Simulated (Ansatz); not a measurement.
# CH4Ge (triplet): wave-function methods side by side at a displaced geometry (v2), cc-pVDZ

An exercise on one series of results from a longer session: the logs are not shown, and one member is left open.

Program: Ansatz 0.2.0, Gaussian basis. Level of theory: cc-pVDZ, core rule «outside noble gas», up to 15 orbitals frozen. These are calculated values, not measurements.

To be run: UHF; CCSD(T) on ROHF; CCSD(T) on UHF; BCCD(T) on ROHF; CISD; CCSDT(Q) on ROHF; CCSDT(Q) on UHF.

17 further runs of the same task are left out: 3 that didn't finish, 14 set aside as unsound or not needed.

## What is computed

The geometry is a PBE0/def2-TZVP stationary point (not a proven minimum) with its atoms shifted at random (size 0.100 Å). No spin-orbit coupling is included. The filled d shell of Ge may be among the frozen orbitals whatever the setting's name suggests; the logs give the count.

6 atoms, charge 0, spin multiplicity 3.

Atoms are counted from 1 here; the program's logs count them from 0.

Bond lengths: Ge1–C2 1.928 Å, Ge1–H3 1.571 Å, Ge1–H4 1.624 Å, C2–H5 1.189 Å, C2–H6 0.973 Å. Angles: C2–Ge1–H3 108.1°, C2–Ge1–H4 109.0°, H3–Ge1–H4 107.2°, Ge1–C2–H5 119.4°, Ge1–C2–H6 135.7°, H5–C2–H6 103.9°.

The first run:

Input file in.yaml:

```yaml
crystal:
  periodic: [false, false, false]
  atoms:
    - {symbol: Ge, position_ang: [0.055027, 0.002048, 0.303304]}
    - {symbol: C, position_ang: [-0.202129, 0.010422, -1.607496]}
    - {symbol: H, position_ang: [-0.709578, 1.235887, 0.904883]}
    - {symbol: H, position_ang: [-0.626468, -1.335161, 0.923097]}
    - {symbol: H, position_ang: [0.741390, -0.096404, -2.323370]}
    - {symbol: H, position_ang: [-0.962427, -0.076142, -2.208003]}
basis:
  gaussian: {orbitals: cc-pVDZ}
magnetization: {spin_polarized: true, initial_magnetization: 2}
hamiltonian: {xc: hf}
output: {orbitals: {seedname: orbitals}}
```

The run is started by

```sh
$ ansatz run in.yaml --threads 1 --pin off --events-out ev --progress --plain --max-ram 2393MiB
```

Steps of the session up to this table: UHF; CCSD(T) on ROHF; CCSD(T) on UHF; BCCD(T) on ROHF; CISD; CCSDT(Q) on ROHF; CCSDT(Q) on UHF.

One table of the session follows, with a row left open; its other results are not shown here.

It belongs to the step «Misses and costs». 

| method | from UCCSDT(Q) (meV) |
| --- | --- |
| ROHF | +6793.0 |
| UHF | +6653.4 |
| RMP2 | ? |
| UMP2 | +1250.2 |
| CISD | +703.6 |
| RCCSD | +198.3 |
| UCCSD | +192.3 |
| RCCSD(T) | +40.2 |
| UCCSD(T) | +36.4 |
| BCCD(T) | +39.6 |
| RCCSDT | +12.0 |
| UCCSDT | +7.7 |
| RCCSDT(Q) | +4.5 |
| UCCSDT(Q) | 0 |

Estimate the missing values for RMP2.

The run gave: from UCCSDT(Q) (meV): +1246.1. In the column «from UCCSDT(Q) (meV)» it lies between CISD (+703.6) and UMP2 (+1250.2).

Caveats from the session: Restricted and unrestricted rows rest on different reference determinants; where their highest levels disagree by more than a few hundredths of an eV, they describe different states and don't form one ladder.
